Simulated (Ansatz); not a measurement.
# C2H8S2Si: the cost of one run

Method: RKS B3LYP-D4/def2-SVP, in Ansatz 0.2.0.

## (1) Starting point

Bond lengths: C1–S2 1.782 Å, S2–Si3 2.113 Å, Si3–C4 1.861 Å, Si3–S5 2.141 Å, C1–H6 1.148 Å, C1–H7 1.127 Å, C1–H8 1.038 Å, Si3–H9 1.451 Å, C4–H10 1.123 Å, C4–H11 1.154 Å, C4–H12 1.046 Å, S5–H13 1.369 Å. Angles (14 of 20 angles, heavy atoms first): C1–S2–Si3 102.9°, S2–Si3–C4 113.4°, S2–Si3–S5 108.9°, C4–Si3–S5 108.0°, S2–C1–H6 107.8°, S2–C1–H7 110.8°, S2–C1–H8 114.3°, S2–Si3–H9 111.1°, C4–Si3–H9 108.6°, S5–Si3–H9 106.6°, Si3–C4–H10 109.7°, Si3–C4–H11 109.6°, Si3–C4–H12 116.0°, Si3–S5–H13 96.3°.

Structure file:

```xyz
13

C    -1.9821    0.4086    0.3091
S    -1.2437   -0.0541   -1.2457
Si    0.8178   -0.1178   -0.7872
C     1.2235   -1.2496    0.6339
S     1.4737    1.8539   -0.2727
H    -3.1120    0.5224    0.1416
H    -1.6553    1.4430    0.6164
H    -1.7956   -0.2547    1.0849
H     1.5983   -0.5264   -1.9406
H     0.8044   -2.2721    0.4342
H     0.6237   -0.9313    1.5665
H     2.2354   -1.3195    0.8908
H     1.0323    2.4628   -1.4165
```

## (2) End point A

File input.yaml:

```yaml
crystal:
  periodic: [false, false, false]
  atoms:
    - { symbol: C, position_ang: [-1.9821, 0.4086, 0.3091] }
    - { symbol: S, position_ang: [-1.2437, -0.0541, -1.2457] }
    - { symbol: Si, position_ang: [0.8178, -0.1178, -0.7872] }
    - { symbol: C, position_ang: [1.2235, -1.2496, 0.6339] }
    - { symbol: S, position_ang: [1.4737, 1.8539, -0.2727] }
    - { symbol: H, position_ang: [-3.112, 0.5224, 0.1416] }
    - { symbol: H, position_ang: [-1.6553, 1.443, 0.6164] }
    - { symbol: H, position_ang: [-1.7956, -0.2547, 1.0849] }
    - { symbol: H, position_ang: [1.5983, -0.5264, -1.9406] }
    - { symbol: H, position_ang: [0.8044, -2.2721, 0.4342] }
    - { symbol: H, position_ang: [0.6237, -0.9313, 1.5665] }
    - { symbol: H, position_ang: [2.2354, -1.3195, 0.8908] }
    - { symbol: H, position_ang: [1.0323, 2.4628, -1.4165] }
basis:
  gaussian: { orbitals: def2-SVP }
hamiltonian:
  xc: b3lyp
  dispersion: d4
relax:
  f_tol: 0.015
  max_steps: 40
```

On the command line:

```
> ansatz run input.yaml --threads 2 --pin off --max-ram 3072MiB --backend cpu --events-out ev --progress --plain --runs-dir out
```

Q: Estimate wall time and peak memory on 2 threads of AMD EPYC 9R45 (Zen 5), shared host.

About 13 s, with a peak of 0.32 GiB.
